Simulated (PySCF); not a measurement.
# C₄H₈FNSi₂: electronic excitations

What electronic excitations should C₄H₈FNSi₂ (`C[Si@H]([SiH3])/C(C#N)=C\F`) show?

Computed with PySCF 2.14.0, with density-fitted response routines of our own, on a single molecule in the gas phase. Atoms count from 0, in the outputs and in this text.

**1. The molecule as given**

16 atoms, charge 0, multiplicity 1; geometry from: GFN2-xTB.

Bonds of the start (Å): C0–Si1 1.90, Si1–Si2 2.32, Si1–C3 1.92, C3–C4 1.40, C4–N5 1.15, C3–C6 1.33, C6–F7 1.34, C0–H8 1.09, C0–H9 1.09, C0–H10 1.09, Si1–H11 1.47, Si2–H12 1.47, Si2–H13 1.46, Si2–H14 1.46, C6–H15 1.08.

**2. Ultraviolet spectrum: CAM-B3LYP/def2-SVPD**

The job: settings as JSON, then the geometry in Å.

```
{"job": {"kind": "uv", "xc": "CAM-B3LYP", "basis": "def2-SVPD", "nstates": 8, "ntriplets": 3}, "charge": 0, "multiplicity": 1}
C      0.916563     0.736393     1.785378
Si     0.425517    -0.483544     0.412866
Si     1.715485    -0.316292    -1.511816
C     -1.384951    -0.045049    -0.048927
C     -1.925999     1.166957     0.398003
N     -2.299360     2.176798     0.796293
C     -2.119932    -0.849085    -0.808686
F     -1.620801    -2.009786    -1.260736
H      0.264311     0.659004     2.651602
H      1.933212     0.552995     2.120622
H      0.864747     1.764240     1.434947
H      0.304058    -1.827612     1.006901
H      1.527866     0.975341    -2.182049
H      1.393227    -1.359490    -2.484945
H      3.137298    -0.440489    -1.182683
H     -3.138842    -0.691437    -1.138181
```

Level: TDDFT CAM-B3LYP/def2-SVPD, vertical, gas phase, core orbitals frozen in the response.

Started as:

```console
$ OMP_NUM_THREADS=1 python probes_run.py task.json out
```

This one command runs all jobs of the session in turn.

What will the session give for the following? lowest singlet (CAM-B3LYP/def2-SVPD); lowest triplet. Wanted: lowest singlet; lowest triplet.

The runs gave:

| quantity | value |
| --- | --- |
| lowest singlet (CAM-B3LYP/def2-SVPD) | 5.98 eV (207 nm), f = 0.120 |
| lowest triplet | 3.63 eV |

**Reading.** The lowest singlet, at 5.98 eV, is HOMO→LUMO 0.64, HOMO−2→LUMO 0.19 and is bright. The lowest triplet lies 2.35 eV below the lowest singlet (triplets in Tamm-Dancoff, singlets in full TDDFT).
